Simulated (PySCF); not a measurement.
# C7H10Si: magnetic properties

Wanted: magnetic properties for C7H10Si (`C=CCC1=CC=C[SiH2]1`).

Computed with PySCF 2.14.0 and routines of our own; the level stands in each step. Atoms count from 0.

### Step 1. The system as given

18 atoms, charge 0, multiplicity 1; geometry from: GFN2-xTB.

### Step 2. Magnetic properties: GIAO KT3/pcSseg-1

What the job is given:

```
{"job": {"kind": "mag", "xc": "KT3", "basis": "pcSseg-1", "isotopologues": 2}, "charge": 0, "multiplicity": 1}
C      2.806397     0.448628    -1.101246
C      1.990771     0.622742    -0.079079
C      1.260148    -0.479878     0.626426
C     -0.212154    -0.302829     0.428015
C     -1.062077     0.120252     1.374843
C     -2.453043     0.269597     0.975518
C     -2.740981    -0.018819    -0.299849
Si    -1.166928    -0.546551    -1.190956
H      3.302800     1.273863    -1.583459
H      3.021037    -0.531572    -1.495072
H      1.783466     1.616822     0.295887
H      1.500366    -0.445615     1.694324
H      1.576856    -1.445195     0.225033
H     -0.768976     0.342948     2.392816
H     -3.181947     0.599619     1.703945
H     -3.739717     0.055896    -0.695817
H     -1.178657    -1.941042    -1.637220
H     -0.746122     0.367452    -2.252432
```

Method: GIAO KT3/pcSseg-1 magnetisability, rotational g tensor and spin-rotation constants, non-relativistic, gas phase.

Started as:

```console
OMP_NUM_THREADS=1 python excited_run.py task.json out
```

The driver reads the jobs from task.json and runs them one after another.

Output:

```text
coarse grid: 15432 points
cycle   1  E = -568.8439568057  dE =  8.279e-01  |g| = 5.979e-01  |ddm| = 3.998e+00
cycle   2  E = -568.7307378010  dE =  1.132e-01  |g| = 8.615e-01  |ddm| = 1.600e+00
cycle   3  E = -568.9474274696  dE = -2.167e-01  |g| = 1.092e-01  |ddm| = 1.097e+00
cycle   4  E = -568.9496570122  dE = -2.230e-03  |g| = 6.481e-02  |ddm| = 1.599e-01
cycle   5  E = -568.9506637417  dE = -1.007e-03  |g| = 2.283e-02  |ddm| = 7.330e-02
cycle   6  E = -568.9508074423  dE = -1.437e-04  |g| = 7.209e-03  |ddm| = 3.148e-02
cycle   7  E = -568.9508181707  dE = -1.073e-05  |g| = 4.102e-03  |ddm| = 1.067e-02
cycle   8  E = -568.9508230426  dE = -4.872e-06  |g| = 5.669e-04  |ddm| = 4.248e-03
final grid: 144104 points
cycle   9  E = -568.9673446050  dE = -2.124e-04  |g| = 1.132e-02  |ddm| = 6.481e-02
cycle  10  E = -568.9673291008  dE =  1.550e-05  |g| = 1.087e-02  |ddm| = 1.882e-02
cycle  11  E = -568.9673489238  dE = -1.982e-05  |g| = 5.772e-03  |ddm| = 1.793e-02
cycle  12  E = -568.9673584768  dE = -9.553e-06  |g| = 1.649e-03  |ddm| = 6.998e-03
cycle  13  E = -568.9673592401  dE = -7.632e-07  |g| = 3.607e-04  |ddm| = 1.845e-03
cycle  14  E = -568.9673592730  dE = -3.291e-08  |g| = 1.551e-04  |ddm| = 5.140e-04
cycle  15  E = -568.9673592789  dE = -5.962e-09  |g| = 5.201e-05  |ddm| = 1.884e-04
cycle  16  E = -568.9673592797  dE = -7.251e-10  |g| = 1.656e-05  |ddm| = 7.074e-05
converged SCF energy = -568.9673592797

Magnetisability tensor (1e-30 J/T^2)
    -1159.03      -65.34      -52.20
      -65.34    -1314.18      123.48
      -52.20      123.48    -1051.15
isotropic -1174.79   principal values   -1371.75  -1179.38   -973.22
isotropic susceptibility -70.747 1e-6 cm^3/mol

Inertial axes            a          b          c
rot. const./GHz      3.5110     1.1160     0.9258
chi total           -69.737    -62.003    -80.502
chi diamagnetic    -475.851  -1204.803  -1426.238
chi paramagnetic    406.114   1142.800   1345.737
quadrupole/D A       -0.321      3.369     -3.048
g nuclear            0.6229     0.5790     0.5783
g electronic        -0.6699    -0.5991    -0.5853
g total             -0.0470    -0.0201    -0.0070

Spin-rotation constants (kHz, H = +C I.J)
atom  isotope        aa         bb         cc
  8     1H       -0.159     -0.111      0.015
  9     1H       -0.337     -0.069      0.030
 10     1H       -0.343     -0.077      0.050
 11     1H       -0.335      0.051     -0.098
 12     1H       -0.324     -0.087      0.010
 13     1H       -0.296      0.118     -0.111
 14     1H        0.105     -0.027     -0.090
 15     1H        0.208     -0.069     -0.102
 16     1H       -0.330     -0.058      0.008
 17     1H       -0.244     -0.042     -0.025
  0    13C*       0.812      0.242      0.367
  1    13C*       0.899      0.287      0.432
  2    13C*       0.653      0.227      0.162
  3    13C*       1.474      0.457      0.161
  4    13C*       1.288      0.462      0.185
  5    13C*       1.665      0.379      0.182
  6    13C*       1.506      0.358      0.141
  7   29Si*      -1.764     -0.621     -0.555
* in the singly substituted isotopologue

Isotopologues: g along a, b, c
2H    at 8,9,10,11,12,1    -0.0381    -0.0175    -0.0061
13C   at 0                 -0.0469    -0.0196    -0.0069
```

It took 71 s on 1 thread of Intel Xeon Platinum 8488C, shared host; peak memory 0.75 GiB.

Key values:

```tsv
quantity	value
magnetisability	-1175·10⁻³⁰ J/T²
molar susceptibility	-70.7·10⁻⁶ cm³/mol
rotational g (a, b, c)	-0.0470, -0.0201, -0.0070
```

Orbitals, density, ELF and potential are computed afterwards from the orbital file.

Frontier orbitals at KT3/pcSseg-1, with the share of their density that lies nearest to each atom:

```tsv
orbital	energy (eV)	lies on
HOMO	-5.42	C3, C6 about 26 % each; C4 16 %; C5 12 %
LUMO	-2.28	C3, C6 about 20 % each; C4, C5 about 14 % each
```

ELF in a plane through or near 8 of the atoms.

Ten even steps from '0' (0.00) to '9' (1.00):
```
0000000000000000000000000000
0000000000000000000000000000
0000000000000000000000000000
0000000000002665200000000000
0000000000006998510000000000
0000000000007999533127850000
0000001222004982057579991000
0000036765300431289489991000
0000146257500463186628960000
0000254268621577216874100000
0000256882352566435354100000
0000357872653579688469960000
0000156655521257258699990000
0000012211010017972169980000
0000000000010029993015620000
0000000000000029994000000000
0000000000000006971000000000
0000000000000000000000000000
0000000000000000000000000000
0000000000000000000000000000
```
The map spans 12.4 Å across and 9.7 Å up, centred on the molecule. Atoms in the plane (x, y in Å): C0 (-3.0, 0.4), C1 (-2.0, -0.4), C4 (1.3, -1.2), C5 (2.6, -0.6), C6 (2.6, 0.8), H13 (1.2, -2.3), H14 (3.4, -1.2), H15 (3.5, 1.3).

On the surface of density 0.002 e/bohr³ the electrostatic potential runs, from the 1st to the 99th percentile, from -0.64 V near C6 to 0.95 V near H16.

### Step 3. Magnetic properties: GIAO KT2/def2-SVP

Settings changed since step 2:

```diff
@@ -1,2 +1,2 @@
-{"job": {"kind": "mag", "xc": "KT3", "basis": "pcSseg-1", "isotopologues": 2}, "charge": 0, "multiplicity": 1}
+{"job": {"kind": "mag", "xc": "KT2", "basis": "def2-SVP"}, "charge": 0, "multiplicity": 1}
 C      2.806397     0.448628    -1.101246
```

Level: GIAO KT2/def2-SVP magnetisability, rotational g tensor and spin-rotation constants, non-relativistic, gas phase.

Output:

```text
coarse grid: 15432 points
cycle   1  E = -569.1603410483  dE =  8.027e-01  |g| = 5.464e-01  |ddm| = 4.604e+00
cycle   2  E = -569.0671134938  dE =  9.323e-02  |g| = 7.862e-01  |ddm| = 1.716e+00
cycle   3  E = -569.2508453704  dE = -1.837e-01  |g| = 1.008e-01  |ddm| = 1.119e+00
cycle   4  E = -569.2530071217  dE = -2.162e-03  |g| = 5.612e-02  |ddm| = 1.721e-01
cycle   5  E = -569.2537600743  dE = -7.530e-04  |g| = 2.173e-02  |ddm| = 7.842e-02
cycle   6  E = -569.2539002333  dE = -1.402e-04  |g| = 6.011e-03  |ddm| = 3.423e-02
cycle   7  E = -569.2539077219  dE = -7.489e-06  |g| = 3.538e-03  |ddm| = 1.077e-02
cycle   8  E = -569.2539114788  dE = -3.757e-06  |g| = 5.231e-04  |ddm| = 4.354e-03
final grid: 144104 points
cycle   9  E = -569.3160768619  dE = -5.197e-05  |g| = 1.721e-02  |ddm| = 7.345e-02
cycle  10  E = -569.3159397926  dE =  1.371e-04  |g| = 2.682e-02  |ddm| = 5.507e-02
cycle  11  E = -569.3161519037  dE = -2.121e-04  |g| = 6.835e-03  |ddm| = 3.948e-02
cycle  12  E = -569.3161661201  dE = -1.422e-05  |g| = 1.061e-03  |ddm| = 8.325e-03
cycle  13  E = -569.3161664375  dE = -3.174e-07  |g| = 4.373e-04  |ddm| = 2.003e-03
cycle  14  E = -569.3161664915  dE = -5.403e-08  |g| = 1.405e-04  |ddm| = 6.335e-04
cycle  15  E = -569.3161664967  dE = -5.178e-09  |g| = 3.822e-05  |ddm| = 1.868e-04
cycle  16  E = -569.3161664971  dE = -3.508e-10  |g| = 1.558e-05  |ddm| = 5.825e-05
converged SCF energy = -569.3161664971

Magnetisability tensor (1e-30 J/T^2)
    -1167.32      -64.74      -53.88
      -64.74    -1334.21      126.07
      -53.88      126.07    -1061.22
isotropic -1187.58   principal values   -1391.40  -1189.45   -981.90
isotropic susceptibility -71.518 1e-6 cm^3/mol

Inertial axes            a          b          c
rot. const./GHz      3.5110     1.1160     0.9258
chi total           -70.215    -62.592    -81.747
chi diamagnetic    -475.435  -1203.920  -1425.603
chi paramagnetic    405.220   1141.328   1343.856
quadrupole/D A        0.068      2.964     -3.032
g nuclear            0.6229     0.5790     0.5783
g electronic        -0.6684    -0.5984    -0.5845
g total             -0.0455    -0.0194    -0.0062

Spin-rotation constants (kHz, H = +C I.J)
atom  isotope        aa         bb         cc
  8     1H       -0.166     -0.114      0.013
  9     1H       -0.346     -0.071      0.029
 10     1H       -0.349     -0.080      0.049
 11     1H       -0.342      0.051     -0.099
 12     1H       -0.330     -0.089      0.009
 13     1H       -0.303      0.116     -0.113
 14     1H        0.098     -0.029     -0.092
 15     1H        0.202     -0.071     -0.103
 16     1H       -0.332     -0.058      0.008
 17     1H       -0.246     -0.042     -0.025
  0    13C*       0.742      0.222      0.334
  1    13C*       0.819      0.262      0.395
  2    13C*       0.590      0.202      0.144
  3    13C*       1.378      0.427      0.146
  4    13C*       1.203      0.424      0.166
  5    13C*       1.532      0.355      0.160
  6    13C*       1.381      0.343      0.123
  7   29Si*      -1.556     -0.552     -0.506
* in the singly substituted isotopologue
```

Wall time 47 s (1 thread of Intel Xeon Platinum 8488C, shared host); peak memory 0.62 GiB.

Key values:

```tsv
quantity	value
magnetisability	-1188·10⁻³⁰ J/T²
molar susceptibility	-71.5·10⁻⁶ cm³/mol
rotational g (a, b, c)	-0.0455, -0.0194, -0.0062
```

### Step 4. Magnetic properties side by side

```tsv
level	ξ (10⁻³⁰ J/T²)	g(a)	g(b)	gap (eV)	functions	time
GIAO KT3/pcSseg-1	-1175	-0.0470	-0.0201	3.14	193	71 s
GIAO KT2/def2-SVP	-1188	-0.0455	-0.0194	3.13	166	47 s
```

### Step 5. Summary of results

| quantity | value |
| --- | --- |
| magnetisability (step 2, GIAO KT3/pcSseg-1) | -1175·10⁻³⁰ J/T² |
| molar susceptibility (step 2, GIAO KT3/pcSseg-1) | -70.7·10⁻⁶ cm³/mol |
| rotational g (a, b, c) (step 2, GIAO KT3/pcSseg-1) | -0.0470, -0.0201, -0.0070 |
| surface potential, 1st and 99th percentile | -0.64 V and 0.95 V |
| magnetisability over the levels | -1188 to -1175·10⁻³⁰ J/T² |

In words: By nearest atom (KT3/pcSseg-1), the HOMO sits on C3, C6 about 26 % each; C4 16 % and the LUMO on C3, C6 about 20 % each; C4, C5 about 14 % each. The magnetisability spreads by 1.1 % over 2 levels, from GIAO KT2/def2-SVP (47 s) to GIAO KT3/pcSseg-1 (71 s); the runs took 47 s to 71 s. Two levels can agree by chance, so this spread shows no convergence. Vibrational averaging and real surroundings are missing from these values.
